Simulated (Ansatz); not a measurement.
# CH4NSb: the cost of one run

All numbers below are computed with Ansatz 0.2.0 (RKS B3LYP-D4/def2-SVP).

### Step 1. The system as given

Bond lengths: C1–N2 1.246 Å, N2–Sb3 2.087 Å, C1–H4 1.088 Å, C1–H5 1.095 Å, Sb3–H6 1.710 Å, Sb3–H7 1.710 Å. Angles: C1–N2–Sb3 119.8°, N2–C1–H4 118.5°, N2–C1–H5 125.8°, H4–C1–H5 115.6°, N2–Sb3–H6 92.8°, N2–Sb3–H7 92.9°, H6–Sb3–H7 86.7°.

As a file:

```xyz
7

C    -0.8804   -0.4300   -0.6733
N    -0.4914   -0.9060    0.4110
Sb    1.0938   -0.0087    1.4302
H    -1.7115   -0.9119   -1.1841
H    -0.4580    0.4458   -1.1772
H     0.4624    1.5633    1.2000
H     1.9852    0.2475   -0.0066
```

### Step 2. Relaxing end A

The input, input.yaml:

```yaml
crystal:
  periodic: [false, false, false]
  atoms:
    - { symbol: C, position_ang: [-0.88037, -0.42998, -0.67331] }
    - { symbol: "N", position_ang: [-0.49142, -0.90604, 0.41101] }
    - { symbol: Sb, position_ang: [1.0938, -0.00868, 1.43019] }
    - { symbol: H, position_ang: [-1.71152, -0.91188, -1.1841] }
    - { symbol: H, position_ang: [-0.45802, 0.44578, -1.17722] }
    - { symbol: H, position_ang: [0.46237, 1.56333, 1.20003] }
    - { symbol: H, position_ang: [1.98516, 0.24747, -0.0066] }
basis:
  gaussian: { orbitals: def2-SVP }
hamiltonian:
  xc: b3lyp
  dispersion: d4
relax:
  f_tol: 0.015
  max_steps: 40
```

On the command line:

```bash
> ansatz run input.yaml --threads 1 --pin off --max-ram 2048MiB --backend cpu --events-out ev --progress --plain --runs-dir out
```

**Question.** How long does this run take on 1 thread of Arm Neoverse V1, shared host, and how much memory does it need?

About 53 s, with a peak of 0.17 GiB.
